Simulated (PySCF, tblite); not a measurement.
# C5H15NSi2: geometry, infrared bands and NMR shifts

Aim: predict the infrared bands and NMR shifts of C5H15NSi2 (`CCC[C@@H]1C[SiH2]N[SiH2]1`).

The runs use tblite 0.8.0 and PySCF 2.14.0, with density-fitted response routines of our own; the level of theory stands in each step. All values are computed, except where a source is named. Atoms count from 0, in the outputs and in this text.

### Step 1. Starting geometry

23 atoms, charge 0, multiplicity 1; geometry from: force field or distance geometry start.

Bonds of the start (Å): C0–C1 1.54, C1–C2 1.52, C2–C3 1.55, C3–C4 1.56, C4–Si5 1.89, Si5–N6 1.71, N6–Si7 1.71, Si7–C3 1.93, C0–H8 1.10, C0–H9 1.09, C0–H10 1.09, C1–H11 1.08, C1–H12 1.11, C2–H13 1.09, C2–H14 1.09, C3–H15 1.08, C4–H16 1.10, C4–H17 1.09, Si5–H18 1.48, Si5–H19 1.47, N6–H20 1.01, Si7–H21 1.48, Si7–H22 1.48.

### Step 2. Geometry optimisation with GFN2-xTB

What the job is given:

```
{"job": {"kind": "relax", "xc": "GFN2-xTB", "basis": "xTB"}, "charge": 0, "multiplicity": 1}
C      3.495900     0.017400     0.008000
C      2.074100     0.595000     0.069000
C      1.047400    -0.437600    -0.375800
C     -0.388200     0.146600    -0.397100
C     -0.894900     0.548100     1.020100
Si    -2.781700     0.497100     0.918400
N     -3.154700    -0.788100    -0.141600
Si    -1.728300    -1.078900    -1.043700
H      3.590900    -0.863700     0.652600
H      4.211000     0.765700     0.345900
H      3.739800    -0.272200    -1.016800
H      2.018600     1.482400    -0.549800
H      1.871200     0.904900     1.118900
H      1.091500    -1.318600     0.267700
H      1.294200    -0.769400    -1.387100
H     -0.425000     1.012300    -1.044200
H     -0.527400     1.546200     1.296600
H     -0.557300    -0.167400     1.776100
H     -3.415300     0.268500     2.239400
H     -3.290700     1.724500     0.280800
H     -3.911900    -0.503200    -0.753300
H     -2.043500    -0.804000    -2.465800
H     -1.320500    -2.478500    -0.808100
```

Run with:

```sh
$ OMP_NUM_THREADS=1 python probes_run.py task.json out
```

The driver reads the jobs from task.json and runs them one after another.

**Question.** This job is followed by: GFN2-xTB harmonic vibrations, gas phase; GIAO PBE0/pcSseg-1 NMR shielding, non-relativistic, gas phase. Predict these results of the whole session: strongest single infrared mode (GFN2-xTB); zero-point energy (GFN2-xTB); ¹³C shifts against TMS (PBE0/pcSseg-1); ¹H shifts against TMS (PBE0/pcSseg-1, means over atoms taken as alike); ²⁹Si shifts against TMS (PBE0/pcSseg-1); ¹⁵N shifts against NH3 (PBE0/pcSseg-1); surface potential, 1st and 99th percentile.

As calculated:

| quantity | value |
| --- | --- |
| strongest single infrared mode (GFN2-xTB) | 2201 cm⁻¹, 870 km/mol |
| zero-point energy (GFN2-xTB) | 117.6 kcal/mol |
| ¹³C shifts against TMS (PBE0/pcSseg-1) | 40.5, 28.4, 26.1, 17.3, 15.4 ppm |
| ¹H shifts against TMS (PBE0/pcSseg-1, means over atoms taken as alike) | 5.12, 5.02, 4.97, 4.73, 1.88, 1.59, 1.43, 1.30, 1.14, 1.11, 1.08, 0.55, -0.59 ppm |
| ²⁹Si shifts against TMS (PBE0/pcSseg-1) | -19.2, -19.8 ppm |
| ¹⁵N shifts against NH3 (PBE0/pcSseg-1) | 9.1 ppm |
| surface potential, 1st and 99th percentile | -0.54 V and 1.32 V |

In words: The optimisation took 33 steps and gained 0.475 eV; among the close pairs (by a distance rule), Si5–N6 changed most, from 1.707 to 1.734 Å. No mode is imaginary among the 63: a minimum at this level. The strongest single mode, at 2201 cm⁻¹, moves mainly H22. Unscaled tight-binding wavenumbers are off by several per cent, some by more. Its intensities can rank the bands wrongly. At PBE0/pcSseg-1: The largest span, 110 ppm, is at Si5, where the paramagnetic term is -511 ppm.
